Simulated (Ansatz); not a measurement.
# Cs2AgBiBr6: the cost of one run

Computed with Ansatz 0.2.0 (DFT PBE, scalar-relativistic, plane waves, PAW, unless a step's input says otherwise).

1 further run of the same task is left out (set aside as unsound or not needed).

## Step 1: The system as given

It takes space group Fm-3m (No. 225, cubic). Conventional cell: a = 11.484 Å, b = 11.484 Å, c = 11.484 Å, α = 90.00°, β = 90.00°, γ = 90.00°. Cs (site symmetry -43m) has 12 Br at 4.06 Å as nearest neighbours. Ag (site symmetry m-3m) has 6 Br at 2.86 Å as nearest neighbours. Bi (site symmetry m-3m) has 6 Br at 2.89 Å as nearest neighbours. Around Br (site symmetry 4mm) lie 1 Ag at 2.86 Å and 1 Bi at 2.89 Å and 4 Cs at 4.06 Å.

As a file:

```xyz
10
Lattice="0.0000 5.7420 5.7420 5.7420 0.0000 5.7420 5.7420 5.7420 0.0000" Properties=species:S:1:pos:R:3 pbc="T T T"
Cs    2.8710    2.8710    2.8710
Cs    8.6130    8.6130    8.6130
Ag    5.7420    5.7420    5.7420
Bi    0.0000    0.0000    0.0000
Br    5.7420    2.8860    5.7420
Br    8.5980    5.7420    5.7420
Br    5.7420    8.5980    5.7420
Br    2.8860    5.7420    5.7420
Br    5.7420    5.7420    2.8860
Br    5.7420    5.7420    8.5980
```

This cell was relaxed beforehand with the same method: volume 37.86 Å³/atom, gap on the mesh 1.33 eV.

## Step 2: Electronic structure at the relaxed geometry

Contents of input.yaml:

```yaml
crystal:
  lattice:
    - [0.0, 5.7420113124, 5.7420113124]
    - [5.7420113124, 0.0, 5.7420113124]
    - [5.7420113124, 5.7420113124, 0.0]
  atoms:
    - { symbol: Cs, position: [0.25, 0.25, 0.25] }
    - { symbol: Cs, position: [0.75, 0.75, 0.75] }
    - { symbol: Ag, position: [0.5, 0.5, 0.5] }
    - { symbol: Bi, position: [0.0, 0.0, 0.0] }
    - { symbol: Br, position: [0.2513063772, 0.7486936228, 0.2513063772] }
    - { symbol: Br, position: [0.2513063772, 0.7486936228, 0.7486936228] }
    - { symbol: Br, position: [0.7486936228, 0.2513063772, 0.7486936228] }
    - { symbol: Br, position: [0.7486936228, 0.2513063772, 0.2513063772] }
    - { symbol: Br, position: [0.2513063772, 0.2513063772, 0.7486936228] }
    - { symbol: Br, position: [0.7486936228, 0.7486936228, 0.2513063772] }
basis:
  ecutwfc: 420
kpoints:
  mp_grid: { grid: [4, 4, 4] }
  band_path:
    path:
      - [[0.0, 0.0, 0.0], [0.5, 0.0, 0.5], [0.625, 0.25, 0.625]]
      - [[0.375, 0.375, 0.75], [0.0, 0.0, 0.0], [0.5, 0.5, 0.5], [0.5, 0.25, 0.75], [0.5, 0.0, 0.5]]
    npoints: 14
hamiltonian:
  xc: pbe
scf:
  occupations: { method: gaussian, width: 0.02 }
  n_extra_bands: 25
output:
  forces: true
  stress: true
  eigenvalues: true
  populations: true
  dos: { projected: true, de: 0.02, nscf_kmesh: { grid: [6, 6, 6] } }
  bader: true
  write_density: true
  write_potential: true
  elf: true
  volumetric_format: npy
```

Launch:

```console
> ansatz run input.yaml --threads 2 --pin off --max-ram 5120MiB --backend cpu --events-out ev --progress --plain --runs-dir out
```

What time and memory should one allow on 2 threads of Oxide Virtual Turin-like (Zen 5), shared host?

About 70 s, with a peak of 1.5 GiB.
